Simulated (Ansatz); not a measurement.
**Se (hcp type): how the settings move a single-point run**

Aim: see which settings change the result for Se (hcp type), by how much, and at what cost.

Method: reference: DFT, PBEsol, all-electron LAPW, scalar-relativistic, in Ansatz 0.2.0.

4 further runs of the same task are left out: 1 for a known fault of the program, 2 that didn't finish, 1 set aside as unsound or not needed. Runs told in other sessions of the task aren't counted.

### 1 The starting structure

Symmetry: P6_3/mmc, No. 194, hexagonal system. The conventional cell has a = 3.562 Å, b = 3.562 Å, c = 3.819 Å, α = 90.00°, β = 90.00°, γ = 120.00°. Se (site symmetry -6m2) is surrounded by 6 Se at 2.81 Å.

Structure file:

```
Se
1.0
     3.56247    0.00000    0.00000
    -1.78123    3.08519    0.00000
     0.00000    0.00000    3.81869
Se
2
Direct
  0.33333 0.66667 0.25000
  0.66667 0.33333 0.75000
```

### 2 Baseline

input.yaml reads:

```yaml
crystal:
  lattice:
    - [3.5624691049, 0.0, 0.0]
    - [-1.7812345525, 3.0851887451, 0.0]
    - [0.0, 0.0, 3.8186901682]
  atoms:
    - { symbol: Se, position: [0.3333333333, 0.6666666667, 0.25] }
    - { symbol: Se, position: [0.6666666667, 0.3333333333, 0.75] }
kpoints:
  mp_grid: { grid: [14, 14, 8] }
  band_path:
    path:
      - [0.0, 0.0, 0.0]
      - [0.5, 0.0, 0.0]
      - [0.3333333333, 0.3333333333, 0.0]
      - [0.0, 0.0, 0.0]
      - [0.0, 0.0, 0.5]
      - [0.5, 0.0, 0.5]
      - [0.3333333333, 0.3333333333, 0.5]
      - [0.0, 0.0, 0.5]
      - [0.5, 0.0, 0.5]
    npoints: 14
scf:
  occupations: { method: fermi_dirac, width: 0.1 }
hamiltonian:
  xc: pbesol
  pseudopotentials: { kind: all_electron, lapw: { basis_error: 0.001 } }
output:
  forces: true
  stress: true
  eigenvalues: true
  populations: true
  dos: { projected: true, de: 0.2, e_range: [-14, 8] }
```

On the command line:

```sh
> ansatz run input.yaml --threads 1 --pin off --max-ram 2048MiB --backend cpu --events-out ev --progress --plain --runs-dir out
```

### 3 Changed: mp_grid.grid [11, 11, 6], scf.algorithm direct_min, lower_state_search off

Changes to input.yaml since step 2:

```diff
@@ -9,3 +9,3 @@
 kpoints:
-  mp_grid: { grid: [14, 14, 8] }
+  mp_grid: { grid: [11, 11, 6] }
   band_path:
@@ -24,2 +24,4 @@
   occupations: { method: fermi_dirac, width: 0.1 }
+  algorithm: direct_min
+  lower_state_search: "off"
 hamiltonian:
@@ -32,2 +34 @@
   populations: true
-  dos: { projected: true, de: 0.2, e_range: [-14, 8] }
```

Q: Predict the outcome of this session. Wanted: for each run, ending; energy change; pressure; gap; force.

The runs gave:

| run | ending | energy change | pressure (GPa) | gap (eV) | force (eV/Å) | cycles | time |
| --- | --- | --- | --- | --- | --- | --- | --- |
| reference | converged | 0 | 0.0 | 0.00 | 0.00 | 6 | 31 s |
| 1: mp_grid.grid [11, 11, 6], scf.algorithm direct_min, lower_state_search off | converged | +8.6 meV/atom | 0.2 | 0.00 | 0.00 | 6 | 35 s |

Times don't compare one to one where runs were asked for different outputs or read a saved state (see the inputs); cycles may leave out searches for a lower state.

Residual by cycle in the longest SCF loop of each run; runs are numbered as in the table. The quantity is the density residual dr2, in eV.

```
cycle  reference    run 1
    1     0.0168   0.0167
    2     2.6e-4   1.4e-4
    3     7.9e-6   1.0e-5
    4     3.4e-6   7.9e-8
    5     9.9e-8   1.6e-9
    6     2.5e-9  1.6e-11
```

What this shows: Changing the k-point mesh, solver and search for lower states moves the energy by +8.6 meV/atom. Semilocal functionals close small gaps, so the missing gap need not be the real solid's.
